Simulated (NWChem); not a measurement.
# GeH2Cl− (SMILES [Cl][GeH2-]) at MN15-L/def2-SVPD (esp resp)

What is the energy change on altering one bond length of GeH2Cl− at MN15-L/def2-SVPD (esp resp)? 

The results are computed with NWChem 7.3.0.

4 further runs of the same task are left out: 4 set aside as unsound or not needed.

### Step 1. The structure to begin with

GeH2Cl−: 4 atoms, total charge -1, spin state singlet. As SMILES, `[Cl][GeH2-]`. Geometry: a GFN2-xTB relaxation, a rough one for these elements and not checked as a minimum.

Bond lengths: Cl1–Ge2 2.321 Å, Ge2–H3 1.756 Å, Ge2–H4 1.757 Å. Angles: Cl1–Ge2–H3 93.9°, Cl1–Ge2–H4 93.5°, H3–Ge2–H4 86.7°.

### Step 2. The energy at MN15-L/def2-SVPD (esp resp)

Input file mol.nw:

```
echo
start mol
memory total 2200 mb
charge -1

geometry units au noautoz
  Cl  -2.95934891   0.73648296   1.91697598
  Ge   0.06852147  -1.52425309  -0.30961273
  H    0.28701160   0.72576822  -2.73802418
  H    2.60381583   0.06200191   1.13067983
end

basis "ao basis" spherical
  Cl library def2-SVPD
  Ge library def2-SVPD
  H library def2-SVPD
end

dft
  xc mn15-l
  grid coarse
  convergence energy 1e-07
  iterations 200
  mulliken
  print low
end

esp
  restrain
  range 0.4
  spacing 0.035
  recalculate
end

task dft energy
task esp
```

Started as:

```
$ nwchem mol.nw > mol.out
```

Output:

```text
[...]
 d= 0,ls=0.0,diis     1  -2537.5841493100 -2.69D+03  4.41D-02  8.81D+00     1.1
[...]
 d= 0,ls=0.0,diis    10  -2538.0125673128 -7.47D-09  9.32D-07  4.26D-10     7.1
         Total DFT energy =    -2538.012567312772
      One electron energy =    -3839.382815871657
           Coulomb energy =     1259.922738899042
    Exchange-Corr. energy =     -108.089137740525
 Nuclear repulsion energy =      149.536647400368
[...]
      Total Density - Mulliken Population Analysis
     ---------------------------------------------
    Atom       Charge   Shell Charges
 -----------   ------   -------------------------------------------------------
    1 Cl  17    17.76   2.00  1.98  1.15  0.87  0.00  5.93  2.08  3.37  0.31  0.01  0.04
    2 Ge  32    32.12   2.00  2.00  1.99  1.29  0.20  0.23  6.00  5.97  1.01  1.27  8.13  1.76  0.23  0.07
    3 H    1     1.06   0.70  0.28  0.01  0.07
    4 H    1     1.06   0.70  0.28  0.01  0.07
[...]
 Dipole moment                                  0.000000    0.000000    0.000000
 Quadrupole moment Qxx                          4.079237    4.079248    4.079248
                   Qyy                         -7.426254   -7.426167   -7.426167
                   Qzz                          3.347017    3.346918    3.346918
[...]
```

It took 11 s on 1 thread of INTEL XEON PLATINUM 8581C at 2.30GHz (Emerald Rapids), shared host; peak memory 0.11 GiB.

### Step 3. The distorted shape

Input file run.nw:

```
start run
title "ClGeH2 energy"
memory 2200 mb
charge -1

geometry noautoz
  Cl   -1.726248    0.509363    1.132246
  Ge    0.036260   -0.806600   -0.163840
  H     0.151880    0.384060   -1.448900
  H     1.377880    0.032810    0.598330
end

basis spherical
  * library def2-SVPD
end

dft
  xc mn15-l
  mult 1
  grid coarse
  convergence energy 1e-07
  maxiter 200
  mulliken
  noprint "final vectors analysis"
end

esp
  restrain
  range 0.4
  spacing 0.035
  recalculate
end

task dft energy
task esp
```

Started as:

```
$ nwchem run.nw > run.out
```

Output:

```text
[...]
          Wavefunction type:  closed shell.
          No. of atoms     :     4
          No. of electrons :    52
[...]
          Charge           :    -1
          Spin multiplicity:     1
[...]
          AO basis - number of functions:    81
[...]
              XC Information
              --------------
                       MN15-L Method XC Functional
                        MN15-L Exchange Functional  1.000
                      MN15-L Correlation Potential  1.000
[...]
 d= 0,ls=0.0,diis     1  -2537.5929667273 -2.68D+03  4.23D-02  8.68D+00     1.0
[...]
 d= 0,ls=0.0,diis    10  -2538.0111810137 -9.38D-09  6.22D-07  1.43D-09     7.0
         Total DFT energy =    -2538.011181013747
      One electron energy =    -3815.922452898722
           Coulomb energy =     1248.064052954056
    Exchange-Corr. energy =     -108.054144226054
 Nuclear repulsion energy =      137.901363156973
[...]
      Total Density - Mulliken Population Analysis
     ---------------------------------------------
    Atom       Charge   Shell Charges
 -----------   ------   -------------------------------------------------------
    1 Cl  17    17.75   2.00  1.98  1.16  0.85  0.01  5.93  2.07  3.36  0.36  0.01  0.02
    2 Ge  32    32.16   2.00  2.00  1.99  1.31  0.26  0.18  6.00  5.97  0.96  1.35  8.13  1.75  0.21  0.07
    3 H    1     1.04   0.70  0.28  0.01  0.06
    4 H    1     1.04   0.70  0.28  0.01  0.06
[...]
 Dipole moment                                  0.000000    0.000000    0.000000
 Quadrupole moment Qxx                          5.351616    5.351626    5.351626
                   Qyy                         -9.966672   -9.966602   -9.966602
                   Qzz                          4.615056    4.614976    4.614976
[...]
```

Run time: 11 s. Hardware: 1 thread of INTEL XEON PLATINUM 8581C at 2.30GHz (Emerald Rapids), shared host; peak memory 0.11 GiB.

### Step 4. Summary of results

Level: MN15-L/def2-SVPD (esp resp).

| quantity | value |
| --- | --- |
| first shape: total energy | -2538.01257 Eh |
| distorted shape: total energy | -2538.01118 Eh |
| energy change with the Cl1–Ge2 bond stretched from 2.321 to 2.553 Å | 0.038 eV |

With the Cl1–Ge2 bond stretched from 2.321 to 2.553 Å the energy rises by 0.04 eV (0.9 kcal/mol). The first shape isn't relaxed at this level, so the change isn't measured from a minimum.
